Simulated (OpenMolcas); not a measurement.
**Pt²⁺: CASSCF and CASPT2 terms and fine-structure levels**

Which level of Pt²⁺ lies lowest, and where do the others fall? The reference wave functions come first, then spin-orbit coupling, then second-order correlation under several settings.

The numbers are computed with OpenMolcas 26.06 (state-averaged CASSCF and CASPT2, spin-orbit coupling by RASSI with atomic mean-field integrals), except any that are marked as measured or tabulated.

## 1. The atom as given

| Quantity | Value |
| --- | --- |
| Species | Pt²⁺ (platinum, Z = 78, 76 electrons) |
| Basis | ANO-RCC-VQZP [9s8p6d4f2g1h], 120 functions |
| Scalar Hamiltonian | X2C, point nucleus |
| Inactive shells | 1s 2s 2p 3s 3p 3d 4s 4p 4d 4f 5s 5p |
| Active space | 8 electrons in 5 orbitals (5d) |
| Some configurations of this space | 5d⁸ |
| Orbitals | optimised for the highest spin of each parity, averaged over all roots |

Outer shells as boxes (Hund's rule):

5d8
```
5d [↑↓][↑↓][↑↓][↑ ][↑ ]
```

The work runs as a chain of OpenMolcas steps in one folder; each step below is one input file. Labels, J, g values, rates, χT and fits are worked out afterwards by a script from the matrices that RASSI stores.

## 2. One- and two-electron integrals

Input file a.inp:

```
&GATEWAY
Coord
1

Pt 0.0 0.0 0.0
Basis=ANO-RCC-VQZP
Group=XYZ
NoMove
AngMom=0.0 0.0 0.0
AMFI
RX2C
&SEWARD
```

Launch:

```bash
$ OMP_NUM_THREADS=1 MOLCAS_MEM=2252 MOLCAS_PROJECT=a pymolcas a.inp > a.log
```

## 3. CASSCF: triplets of even parity, 10 roots

Input file a.inp:

```
&RASSCF
FileOrb=start.orb
Symmetry=1
Spin=3
nActEl=8 0 0
Inactive=15 19
Ras2=5 0
CIRoot=10 10 1
SDav=10
CIMx=300
Iter=120 100
PrWF=0.3
OrbListing=Nothing
MaxOrb=0
Atom
>>> COPY $Project.JobIph JOB001
```

start.orb holds the contracted functions of the basis, ordered by shell, or the orbitals of the step before.

## 4. CASSCF: singlets of even parity, 15 roots

Input file a.inp:

```
&RASSCF
FileOrb=start.orb
Symmetry=1
Spin=1
nActEl=8 0 0
Inactive=15 19
Ras2=5 0
CIRoot=15 15 1
SDav=15
CIMx=300
Iter=120 100
PrWF=0.3
OrbListing=Nothing
MaxOrb=0
Atom
CIOnly
>>> COPY $Project.JobIph JOB002
```

## 5. RASSI: spin-orbit coupling between the states

Input file a.inp:

```
&RASSI
NrOfJobIphs=2 10 15
1 2 3 4 5 6 7 8 9 10
1 2 3 4 5 6 7 8 9 10 11 12 13 14 15
IphNames
JOB001
JOB002
EJob
SpinOrbit
DIPRint=1.0
SOCoupling=1000.0
Subsets=2
MEES
Property=10
'ANGMOM' 1 'ANGMOM' 2 'ANGMOM' 3 'MLTPL  1' 1 'MLTPL  1' 2 'MLTPL  1' 3
'AMFI' 1 'AMFI' 2 'AMFI' 3 'MLTPL  2' 6
SOProperty=3
'ANGMOM' 1 'ANGMOM' 2 'ANGMOM' 3
```

## 6. CASPT2: IPEA 0.2, sigma2 regulariser 0.3 (closed shells correlated: none)

Input file a.inp:

```
>>> COPY JOB001 $Project.JobIph
&CASPT2
Multistate=10 1 2 3 4 5 6 7 8 9 10
Frozen=15 19
IPEA=0.2
Sig2=0.3
MaxIter=60
WThr=0.0 0.3 0.05
PrWF=0.5
NoMix
>>> COPY JOB002 $Project.JobIph
&CASPT2
Multistate=15 1 2 3 4 5 6 7 8 9 10 11 12 13 14 15
Frozen=15 19
IPEA=0.2
Sig2=0.3
MaxIter=60
WThr=0.0 0.3 0.05
PrWF=0.5
NoMix
```

## 7. CASPT2: IPEA 0, sigma2 regulariser 0.05 (closed shells correlated: 5s 5p)

Input file a.inp:

```
>>> COPY JOB001 $Project.JobIph
&CASPT2
Multistate=10 1 2 3 4 5 6 7 8 9 10
Frozen=14 16
IPEA=0.0
Sig2=0.05
MaxIter=60
WThr=0.0 0.3 0.05
PrWF=0.5
NoMix
>>> COPY JOB002 $Project.JobIph
&CASPT2
Multistate=15 1 2 3 4 5 6 7 8 9 10 11 12 13 14 15
Frozen=14 16
IPEA=0.0
Sig2=0.05
MaxIter=60
WThr=0.0 0.3 0.05
PrWF=0.5
NoMix
```

## 8. CASPT2: IPEA 0.3, imaginary shift 0.4 (closed shells correlated: none), extended multistate

Input file a.inp:

```
>>> COPY JOB001 $Project.JobIph
&CASPT2
XMultistate=10 1 2 3 4 5 6 7 8 9 10
Frozen=15 19
IPEA=0.3
Imaginary=0.4
MaxIter=60
WThr=0.0 0.3 0.05
PrWF=0.5
NoMix
>>> COPY JOB002 $Project.JobIph
&CASPT2
XMultistate=15 1 2 3 4 5 6 7 8 9 10 11 12 13 14 15
Frozen=15 19
IPEA=0.3
Imaginary=0.4
MaxIter=60
WThr=0.0 0.3 0.05
PrWF=0.5
NoMix
```

(Steps that only read results are left out.)

Before running it: what results should come out? Wanted: lowest level; first excited level; spin-orbit lowering of the lowest level; strongest of the lines computed, by gA.

As calculated:

| quantity | value |
| --- | --- |
| method | SS-CASPT2, IPEA 0.2, sigma2 regulariser 0.3 (closed shells correlated: none) |
| lowest level | 5d⁸ ³F₄, 96 % of that term, g = 1.241 |
| ground level listed by NIST | 3F4 |
| first excited level | 5d⁸ ¹D₂ at 6350 cm⁻¹ |
| spin-orbit lowering of the lowest level | 7785 cm⁻¹ |
| strongest of the lines computed, by gA (one parity, so forbidden lines), at XMS-CASPT2 energies | 5d⁸ ¹D₂ → 5d⁸ ³F₃, 624.4 nm, A = 4.58e+01 s⁻¹ |

Cost and accuracy by method:

```tsv
method	time of its own steps	time with the reference	mean absolute difference from the measured levels (cm-1)
A. CASSCF	12 s	12 s	4300
B. SS-CASPT2, IPEA 0.2, sigma2 regulariser 0.3, +none	12 s	24 s	1700
C. SS-CASPT2, IPEA 0, sigma2 regulariser 0.05, +5s 5p	26 s	38 s	1200
D. XMS-CASPT2, IPEA 0.3, imaginary shift 0.4, +none	3.8 s	16 s	1700
```

Times are of one thread on a shared host.

**Reading.** The multiplet ³F is inverted. Second-order correlation (method B) scales the levels of the lowest configuration above 5000 cm⁻¹ by 0.79 to 1.01. Method C lies closest to the measured levels (1200 cm⁻¹ on average) and A farthest (4300). Only the configurations of the active space and the roots asked for are present. The singlets rest on orbitals optimised for another spin in at least one step, which raises them against the optimised states. CASPT2 does not keep the components of a term degenerate, and the means are used. Levels of other configurations are missing from the list.
